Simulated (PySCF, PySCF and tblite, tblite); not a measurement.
# C5H7BF2Si: a path driven as rotation about a bond, and NMR exchange, part 2 of 2

PySCF and tblite. Atoms count from 0. Earlier steps stand in the parts before.

## (6) Shieldings, start: BP86/pcSseg-1 in chloroform

What the job is given:

```
{"job": {"kind": "nmr", "xc": "BP86", "basis": "pcSseg-1", "solvent": "chloroform", "pop": false}, "charge": 0, "multiplicity": 1}
C     -2.500507    -0.687422     1.804727
C     -2.062888    -0.238408     0.785650
C     -1.497130     0.322387    -0.426299
C      0.003473     0.226350    -0.370089
Si     0.740552    -1.526946    -0.363733
C      0.746456     1.342739    -0.306264
B      2.277783     1.365300    -0.219946
F      3.027466     0.270782    -0.198234
F      2.980250     2.484889    -0.160098
H     -2.906881    -1.080675     2.688006
H     -1.869460    -0.250858    -1.281167
H     -1.825091     1.361780    -0.527823
H      1.590452    -1.680159    -1.543678
H      1.448624    -1.762155     0.890193
H     -0.400452    -2.443432    -0.472645
H      0.239754     2.304771    -0.310011
```

Log:

```text
coarse grid: 14656 points
cycle   1  E = -708.5726611812  dE =  8.993e-01  |g| = 7.940e-01  |ddm| = 3.860e+00
cycle   2  E = -708.4212384060  dE =  1.514e-01  |g| = 1.258e+00  |ddm| = 1.432e+00
cycle   3  E = -708.6917467582  dE = -2.705e-01  |g| = 1.613e-01  |ddm| = 8.655e-01
cycle   4  E = -708.6961282895  dE = -4.382e-03  |g| = 6.636e-02  |ddm| = 1.623e-01
cycle   5  E = -708.6969323246  dE = -8.040e-04  |g| = 3.870e-02  |ddm| = 7.479e-02
cycle   6  E = -708.6972897622  dE = -3.574e-04  |g| = 6.926e-03  |ddm| = 3.092e-02
cycle   7  E = -708.6973009476  dE = -1.119e-05  |g| = 2.615e-03  |ddm| = 8.167e-03
cycle   8  E = -708.6973026141  dE = -1.667e-06  |g| = 8.023e-04  |ddm| = 2.998e-03
final grid: 139992 points
cycle   9  E = -708.7799206374  dE = -9.067e-05  |g| = 9.227e-03  |ddm| = 5.732e-02
cycle  10  E = -708.7798948128  dE =  2.582e-05  |g| = 1.517e-02  |ddm| = 1.472e-02
cycle  11  E = -708.7799319145  dE = -3.710e-05  |g| = 2.627e-03  |ddm| = 1.022e-02
cycle  12  E = -708.7799334674  dE = -1.553e-06  |g| = 9.217e-04  |ddm| = 2.534e-03
cycle  13  E = -708.7799336942  dE = -2.268e-07  |g| = 3.451e-04  |ddm| = 9.101e-04
cycle  14  E = -708.7799336863  dE =  7.948e-09  |g| = 1.417e-04  |ddm| = 3.342e-04
cycle  15  E = -708.7799336912  dE = -4.886e-09  |g| = 3.325e-05  |ddm| = 1.211e-04
cycle  16  E = -708.7799336914  dE = -2.397e-10  |g| = 8.071e-06  |ddm| = 3.240e-05
converged SCF energy = -708.7799336914

GIAO shielding tensors (ppm)
atom      isotropic    diamagn.    paramagn.     s11        s22        s33       span
  0 C      105.782     256.748    -150.966     30.865     39.975    246.507    215.642
  1 C       97.715     263.973    -166.258      0.668      2.819    289.657    288.988
  2 C      142.580     247.940    -105.359    127.375    136.726    163.639     36.264
  3 C        0.500     261.556    -261.056   -122.239    -35.069    158.806    281.045
  4 Si     409.046     882.617    -473.572    373.345    412.263    441.529     68.185
  5 C       45.933     255.709    -209.776    -52.152     45.848    144.104    196.256
  6 B       73.232     194.816    -121.584     61.005     75.536     83.155     22.150
  7 F      242.286     473.043    -230.757     96.391    266.684    363.783    267.392
  8 F      239.093     466.341    -227.248     85.740    282.878    348.660    262.921
  9 H       29.929      34.679      -4.750     24.787     25.120     39.881     15.094
 10 H       27.911      27.307       0.604     25.423     26.335     31.975      6.552
 11 H       28.171      28.761      -0.590     24.197     27.602     32.714      8.517
 12 H       27.287      29.783      -2.496     23.850     26.435     31.576      7.726
 13 H       27.178      30.373      -3.195     24.317     26.005     31.212      6.895
 14 H       27.449      30.051      -2.602     23.753     27.549     31.045      7.292
 15 H       25.107      32.204      -7.097     22.497     23.935     28.888      6.392
```

It took 40 s on 1 thread of Arm Neoverse N1, shared host; peak memory 0.77 GiB.

Key values: HOMO -6.90 eV, LUMO -2.72 eV; dipole 2.29 D.

## (7) Shieldings, saddle of leg 1: BP86/pcSseg-1 in chloroform

What the job is given:

```
{"job": {"kind": "nmr", "xc": "BP86", "basis": "pcSseg-1", "solvent": "chloroform", "pop": false}, "charge": 0, "multiplicity": 1}
C     -2.673250    -0.528020     1.667911
C     -2.145427    -0.185617     0.650175
C     -1.479354     0.249162    -0.562323
C      0.017261     0.179317    -0.380135
Si     0.794263    -1.543637    -0.297909
C      0.743931     1.291432    -0.267456
B      2.287961     1.348133    -0.059391
F      3.151335     1.422706    -1.055951
F      2.861111     1.376721     1.129184
H     -3.151347    -0.830712     2.550990
H     -1.782774    -0.408274    -1.382888
H     -1.797849     1.270466    -0.794139
H      0.520861    -2.210450    -1.576709
H      2.235520    -1.392671    -0.097409
H      0.179697    -2.292982     0.797952
H      0.238061     2.254425    -0.321902
```

Log:

```text
coarse grid: 14656 points
cycle   1  E = -708.5601308682  dE =  9.004e-01  |g| = 8.063e-01  |ddm| = 3.865e+00
cycle   2  E = -708.3939172447  dE =  1.662e-01  |g| = 1.300e+00  |ddm| = 1.424e+00
cycle   3  E = -708.6845817233  dE = -2.907e-01  |g| = 1.550e-01  |ddm| = 8.492e-01
cycle   4  E = -708.6889000035  dE = -4.318e-03  |g| = 4.786e-02  |ddm| = 1.387e-01
cycle   5  E = -708.6892929479  dE = -3.929e-04  |g| = 2.835e-02  |ddm| = 5.773e-02
cycle   6  E = -708.6894769635  dE = -1.840e-04  |g| = 8.655e-03  |ddm| = 2.427e-02
cycle   7  E = -708.6894926316  dE = -1.567e-05  |g| = 3.939e-03  |ddm| = 8.829e-03
cycle   8  E = -708.6894964024  dE = -3.771e-06  |g| = 1.273e-03  |ddm| = 4.082e-03
final grid: 139992 points
cycle   9  E = -708.7731659940  dE = -9.791e-05  |g| = 9.022e-03  |ddm| = 6.917e-02
cycle  10  E = -708.7731300833  dE =  3.591e-05  |g| = 1.612e-02  |ddm| = 1.654e-02
cycle  11  E = -708.7731763032  dE = -4.622e-05  |g| = 3.704e-03  |ddm| = 1.226e-02
cycle  12  E = -708.7731797259  dE = -3.423e-06  |g| = 8.809e-04  |ddm| = 3.171e-03
cycle  13  E = -708.7731798883  dE = -1.624e-07  |g| = 3.465e-04  |ddm| = 7.623e-04
cycle  14  E = -708.7731799160  dE = -2.768e-08  |g| = 1.175e-04  |ddm| = 3.173e-04
cycle  15  E = -708.7731799256  dE = -9.641e-09  |g| = 3.064e-05  |ddm| = 1.171e-04
cycle  16  E = -708.7731799258  dE = -1.917e-10  |g| = 8.569e-06  |ddm| = 2.903e-05
converged SCF energy = -708.7731799258

GIAO shielding tensors (ppm)
atom      isotropic    diamagn.    paramagn.     s11        s22        s33       span
  0 C      106.280     256.868    -150.588     33.810     41.865    243.165    209.355
  1 C       96.232     264.275    -168.043     -2.981      1.024    290.652    293.633
  2 C      146.449     247.771    -101.322    130.330    141.643    167.374     37.044
  3 C       25.906     260.689    -234.784    -85.891     -2.120    165.728    251.619
  4 Si     405.163     883.114    -477.951    359.192    408.431    447.866     88.674
  5 C       42.323     259.930    -217.607    -53.396     43.030    137.335    190.731
  6 B       71.452     194.840    -123.388     52.971     76.974     84.411     31.441
  7 F      222.689     466.415    -243.726     45.282    263.260    359.526    314.244
  8 F      223.638     468.494    -244.855     47.893    263.076    359.946    312.053
  9 H       29.903      34.839      -4.936     24.859     25.165     39.686     14.827
 10 H       28.147      27.771       0.377     25.174     26.989     32.279      7.105
 11 H       28.342      28.833      -0.490     24.257     27.877     32.893      8.636
 12 H       27.441      29.664      -2.223     24.486     25.654     32.184      7.698
 13 H       27.745      30.676      -2.932     23.941     27.939     31.355      7.414
 14 H       26.940      30.267      -3.327     23.289     26.828     30.704      7.416
 15 H       25.037      32.158      -7.122     22.837     24.508     27.764      4.927
```

Wall time 38 s (1 thread of Arm Neoverse N1, shared host); peak memory 0.78 GiB.

Key values: HOMO -6.78 eV, LUMO -1.81 eV; dipole 1.96 D.

## (8) The path in numbers

What the job is given:

```
{"job": {"smiles": "C#CC/C([SiH3])=C/B(F)F", "charge": 0, "mult": 1, "motion": "rotation", "what": "aryl or vinyl borane", "atoms": [6, 5], "drives": [{"terms": [["t", [7, 6, 5, 3], 0.25], ["t", [7, 6, 5, 15], 0.25], ["t", [8, 6, 5, 3], 0.25], ["t", [8, 6, 5, 15], 0.25]], "by": 180, "n": 12}], "study": "path", "level": {"kind": "nmr", "xc": "BP86", "basis": "pcSseg-1", "solvent": "chloroform"}, "fields": [90, 400, 500], "first": 2, "seed": 511, "kind": "path"}, "charge": 0, "multiplicity": 1}
C     -2.500507    -0.687422     1.804727
C     -2.062888    -0.238408     0.785650
C     -1.497130     0.322387    -0.426299
C      0.003473     0.226350    -0.370089
Si     0.740552    -1.526946    -0.363733
C      0.746456     1.342739    -0.306264
B      2.277783     1.365300    -0.219946
F      3.027466     0.270782    -0.198234
F      2.980250     2.484889    -0.160098
H     -2.906881    -1.080675     2.688006
H     -1.869460    -0.250858    -1.281167
H     -1.825091     1.361780    -0.527823
H      1.590452    -1.680159    -1.543678
H      1.448624    -1.762155     0.890193
H     -0.400452    -2.443432    -0.472645
H      0.239754     2.304771    -0.310011
```

Log:

```text
stationary points (kcal/mol above the start)
  n  kind          group   xTB      DFT    lowest mode
  0  minimum      C1       0.00     0.00      34.0
  1  saddle       C1       4.19     4.42     -51.4
  2  minimum      C1       0.00     0.00      34.2

GFN2-xTB energies: T/K, barrier G, reaction G (kcal/mol), k forward, k back (1/s)
 150.00     3.63    -0.00    3.2e+07   3.19e+07
 200.00     3.68    -0.00   7.85e+08   7.83e+08
 250.00     3.76    -0.00   5.43e+09   5.41e+09
 298.15     3.84    -0.00   1.91e+10    1.9e+10
 350.00     3.94    -0.00   5.05e+10   5.03e+10
 400.00     4.05    -0.00   1.02e+11   1.02e+11
 500.00     4.30    -0.00   2.75e+11   2.73e+11

BP86/pcSseg-1 + D3(BJ), IEF-PCM chloroform energies: T/K, barrier G, reaction G (kcal/mol), k forward, k back (1/s)
 150.00     3.86    -0.00   1.47e+07   1.46e+07
 200.00     3.92    -0.00   4.38e+08   4.35e+08
 250.00     3.99    -0.00   3.41e+09   3.38e+09
 298.15     4.07    -0.00   1.29e+10   1.28e+10
 350.00     4.17    -0.00   3.62e+10    3.6e+10
 400.00     4.28    -0.01   7.62e+10   7.57e+10
 500.00     4.53    -0.01   2.18e+11   2.16e+11
```

It took 1.8 min on 1 thread of Arm Neoverse N1, shared host; peak memory 0.78 GiB. This counts the whole study up to here.

Barriers by level (kcal/mol; entropies in cal/(mol K)). Zero-point and thermal terms come from xTB in every row. ΔG‡ leaves symmetry out; the rate counts equivalent paths (a factor of 2); effective ΔG‡, where given, is the barrier that would give that rate by Eyring's equation alone:

```
                                     level   ΔE‡  with zero-point   ΔH‡   ΔS‡  ΔG‡ (298 K)  ΔE of reaction  k at 298 K (1/s)  effective ΔG‡
                                  GFN2-xTB  4.19             3.60  3.29  -1.9         3.84            0.00           1.9e+10           3.43
BP86/pcSseg-1 + D3(BJ), IEF-PCM chloroform  4.42             3.83  3.52  -1.9         4.07            0.00           1.3e+10           3.66
```

Sites that the driver pairs across this motion, and where their lines would merge (no couplings; faster rotations or exchange between molecules can average them sooner):

| nucleus | sites: shielding (ppm) | proton frequency (MHz) | spread (Hz) | coalescence (K) | lines at 298 K |
| --- | --- | --- | --- | --- | --- |
| 19F | F7: 242.3; F8: 239.1 | 90 | 270 | 86 | 1 |
| 19F | F7: 242.3; F8: 239.1 | 400 | 1202 | 92 | 1 |
| 19F | F7: 242.3; F8: 239.1 | 500 | 1503 | 92 | 1 |

## (9) What came out

This closing draws on all 2 parts.

```
                                            quantity                              value
barrier (BP86/pcSseg-1 + D3(BJ), IEF-PCM chloroform)   ΔE‡ 4.4, ΔG‡(298 K) 4.1 kcal/mol
                                  barrier (GFN2-xTB)                   ΔE‡ 4.2 kcal/mol
                                       rate at 298 K                        1.3e+10 s⁻¹
                                     end of the path  the start, renumbered or mirrored
                               coalescence of 19F F7                    92 K at 500 MHz
```

DFT puts the top 4.4 kcal/mol above the start (xTB: 4.2); the rate from the DFT barrier is 1.3e+10 s⁻¹ at 298 K. An error of 1.4 kcal/mol changes that rate tenfold. The 19F lines of F7 and its partners, 1503 Hz apart at 500 MHz, merge at 92 K, so by this path alone the exchange at 298 K is fast for them; other paths were not followed.
